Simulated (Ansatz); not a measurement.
# CsK3 (Fm-3m): point defect (interstitial) in a supercell in Python

Wanted for CsK3 (Fm-3m): a point defect (interstitial) in a supercell.

Computed with the Python package of Ansatz 0.2.0. Level of theory: DFT PBEsol, plane waves, PAW.

## 1. Starting point

Symmetry: Fm-3m, No. 225, cubic system. The conventional cell has a = 11.094 Å, b = 11.094 Å, c = 11.094 Å, α = 90.00°, β = 90.00°, γ = 90.00°.

The script holds or builds the structure itself.

## 2. The script

defect_csk3.py reads:

```python
# -*- coding: utf-8 -*-
import ansatz as az
import numpy as np
from pymatgen.core import Lattice, Structure
from pymatgen.io.ase import AseAtomsAdaptor

CUTOFF = 420
KSPACING = 0.61
SMEARING = "fermi_dirac"
WIDTH_EV = 0.15

pmg_structure = Structure(
    Lattice([[0.0, 5.546862, 5.546862], [5.546862, 0.0, 5.546862], [5.546862, 5.546862, 0.0]]),
    ["K", "K", "K", "Cs"],
    [
        [0.25, 0.25, 0.25],
        [0.75, 0.75, 0.75],
        [0.5, 0.5, 0.5],
        [0.0, 0.0, 0.0],
    ],
)
csk3 = az.Crystal.from_ase(AseAtomsAdaptor.get_atoms(pmg_structure))
host = csk3.supercell(2, 2, 1)
defective = host.interstitial("N", at=[0.125, 0.375, 0.625])

def settled(structure):
    return (
        structure.calculation()
        .functional(az.Functional.PBESOL)
        .basis(CUTOFF)
        .kpoints(spacing=KSPACING)
        .occupations(SMEARING, width=WIDTH_EV)
        .band_table()
    )


perfect = settled(host).run(threads=1, backend="cpu").report
job = settled(defective).forces()
result = job.run(threads=1, backend="cpu")
report = result.report

n_host, n_defect = len(perfect["lattice"]["sites"]), len(report["lattice"]["sites"])
print(f"perfect cell: {n_host} atoms, F = {perfect['free_energy_ev']:.4f} eV")
print(f"defect cell:  {n_defect} atoms, F = {report['free_energy_ev']:.4f} eV")
print(f"difference {report['free_energy_ev'] - perfect['free_energy_ev']:.4f} eV (no chemical potentials)")

for label, run in (("perfect", perfect), ("defect", report)):
    levels, filled = np.array(run["eigenvalues_ev"][0]), np.array(run["occupations"][0])
    top = int(np.argmin(np.abs(levels - run["fermi_energy_ev"])))
    window = slice(max(top - 3, 0), top + 4)
    print(label, "levels near E_F at the first k-point:", ", ".join(f"{e - run['fermi_energy_ev']:.2f} ({f:.2f})" for e, f in zip(levels[window], filled[window])))

for site in result.lattice.sites:
    print(f"{site.symbol:2s}", " ".join(f"{v:8.4f}" for v in site.position_ang))
```

## 3. The input behind the calls

The engine receives this input (first run):

```yaml
crystal:
  lattice:
    - [0.0, 5.546862, 5.546862]
    - [5.546862, 0.0, 5.546862]
    - [5.546862, 5.546862, 0.0]
  atoms:
    - { symbol: K, position: [0.25, 0.25, 0.25] }
    - { symbol: K, position: [0.75, 0.75, 0.75] }
    - { symbol: K, position: [0.5, 0.5, 0.5] }
    - { symbol: Cs, position: [0.0, 0.0, 0.0] }
  supercell: [2, 2, 1]
basis:
  ecutwfc: 420.0
kpoints:
  mp_grid:
    kspacing: 0.61
hamiltonian:
  xc: pbesol
scf:
  occupations:
    method: fermi_dirac
    width: 0.15
output:
  eigenvalues: true
```

## 4. Running it

On the command line:

```console
> python defect_csk3.py
```

Output:

```text
perfect cell: 16 atoms, F = -40536.8668 eV
defect cell:  17 atoms, F = -40911.9243 eV
difference -375.0575 eV (no chemical potentials)
perfect levels near E_F at the first k-point: -0.93 (2.00), -0.67 (1.98), -0.59 (1.96), 0.12 (0.61), 0.49 (0.07), 0.73 (0.02), 0.73 (0.02)
defect levels near E_F at the first k-point: -0.36 (1.83), -0.24 (1.66), -0.15 (1.47), -0.02 (1.07), 0.36 (0.16), 0.77 (0.01), 0.88 (0.01)
K    2.7734   2.7734   2.7734
K    8.3203   8.3203   8.3203
K    5.5469   5.5469   5.5469
Cs   0.0000   0.0000   0.0000
K    8.3203   2.7734   8.3203
K   13.8672   8.3203  13.8672
K   11.0937   5.5469  11.0937
Cs   5.5469   0.0000   5.5469
K    2.7734   8.3203   8.3203
K    8.3203  13.8672  13.8672
K    5.5469  11.0937  11.0937
Cs   0.0000   5.5469   5.5469
K    8.3203   8.3203  13.8672
K   13.8672  13.8672  19.4140
K   11.0937  11.0937  16.6406
Cs   5.5469   5.5469  11.0937
N    5.5469   4.1601   2.7734
```

Run time: 34 s. Hardware: 1 thread of Arm Neoverse V2, shared host; peak memory 1.6 GiB.

## 5. What changed from run to run

The engine's inputs for the other runs:

Run 2, against run 1:

```diff
@@ -11,0 +12,2 @@
+  defects:
+    - { interstitial: { symbol: "N", position: [0.0625, 0.1875, 0.625] } }
@@ -23,0 +26 @@
+  forces: true
```

## 6. What the script built

Run 2 starts from these 17 atoms:

```xyz
17
Lattice="0.000 11.094 11.094 11.094 0.000 11.094 5.547 5.547 0.000" Properties=species:S:1:pos:R:3 pbc="T T T"
K     2.773    2.773    2.773
K     8.320    8.320    8.320
K     5.547    5.547    5.547
Cs    0.000    0.000    0.000
K     8.320    2.773    8.320
K    13.867    8.320   13.867
K    11.094    5.547   11.094
Cs    5.547    0.000    5.547
K     2.773    8.320    8.320
K     8.320   13.867   13.867
K     5.547   11.094   11.094
Cs    0.000    5.547    5.547
K     8.320    8.320   13.867
K    13.867   13.867   19.414
K    11.094   11.094   16.641
Cs    5.547    5.547   11.094
N     5.547    4.160    2.773
```

## 7. Run by run

From the records of these 2 runs:

| run | system | space group | energy (eV/atom) | SCF cycles | CPU time (s) |
| --- | --- | --- | --- | --- | --- |
| 1 | CsK3 (16 atoms) | Fm-3m | -2533.5542 | 7 | 13 |
| 2 | Cs4K12N (17 atoms) | P1 | -2406.5838 | 10 | 20 |

Energies are free energies F = E - TS of the smeared occupations. Totals carry meaning only in balanced differences at one level of theory.

## 8. Outcome

```
                 quantity                         value
            runs compared                             2
perfect cell (as printed)  16 atoms, F = -40536.8668 eV
 defect cell (as printed)  17 atoms, F = -40911.9243 eV
```

**Reading.** A formation energy would need chemical potentials for the atoms added or removed, which the two totals don't give. The cell is small, so the defect feels its images. The computed bands are complete only to about 1.6 eV above the Fermi level. For a metal this mesh is coarse. A Fermi-Dirac width this large means warm electrons, whose thermal share enters the free energy. The atoms stand at ideal sites; relaxing them can change energy and levels by an eV or more. The difference holds no chemical potentials. Errors of mesh and smearing per atom add up over the supercell, so the energy can be off by tenths of an eV. Each cell's levels count from its own Fermi level and aren't aligned; one k-point can hide that the defect cell is metallic. The structure comes from a database of computed cells and needn't be a stable or known phase. The supercell is small, so the defect meets its images and the energies aren't those of an isolated defect; a partly filled defect level may also lower its energy by spin or distortion. For a charged cell the difference holds no correction, alignment or term for the electrons' reservoir.
